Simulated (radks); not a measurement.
**Ionisation energy and size from Te to Eu**

One table from this session's results is given with a row withheld; the runs are named, their logs left out.

Program: radks (a radial shooting solver on a logarithmic mesh, Libxc functionals) version 1. Level of theory: scalar-relativistic Kohn-Sham, r2SCAN, spin-unpolarised, spherical densities, finite nucleus. These are calculated values, not measurements, unless marked.

## The atom as given

- species: Te, I, Xe, Cs, Ba, La, Ce, Pr, Nd, Pm, Sm, Eu
- runs: 24, each species and its next ion

The first run:

The run's settings:

```text
Z 52
configuration [Kr] 4d10 5s2 5p4
relativity scalar-relativistic
functional r2scan,r2scan
spin unpolarised
nucleus finite rms 4.7423 fm
c 137.035999084
```

Among the steps run: Te, [Kr] 4d10 5s2 5p4.

One table of the session follows, with a row left open; its other results are not shown here.

It belongs to the step «Te, [Kr] 4d10 5s2 5p4». From the orbitals of this run (lengths in bohr):

| level | <r> | outermost maximum (interpolated) | 90 % within | nodes |
| --- | --- | --- | --- | --- |
| 3s | 0.3214 | 0.292 | 0.472 | 2 |
| 3p | 0.3198 | 0.286 | 0.480 | 1 |
| 3d | 0.2968 | 0.238 | 0.466 | 0 |
| 4s | 0.7659 | 0.702 | 1.10 | 3 |
| 4p | ? | ? | ? | ? |
| 4d | 0.9714 | 0.810 | 1.49 | 1 |
| 5s | 2.107 | 1.80 | 3.11 | 4 |
| 5p | 2.654 | 2.17 | 4.01 | 3 |

Q: Estimate the row for 4p from the others.

As computed: <r>: 0.8218; outermost maximum (interpolated): 0.738; 90 % within: 1.20; nodes: 2. In the column «<r>» it lies between 4s (0.7659) and 4d (0.9714).

To keep in mind: For La, Ce, Pr, Nd, Pm, Sm, Eu the highest level isn't the widest one, so −ε(HOMO) and <r> belong to different orbitals, and Δ-SCF follows the ion's typed configuration. Spin polarisation and multiplet splitting are left out, so open shells lie too high by an amount that depends on their filling.
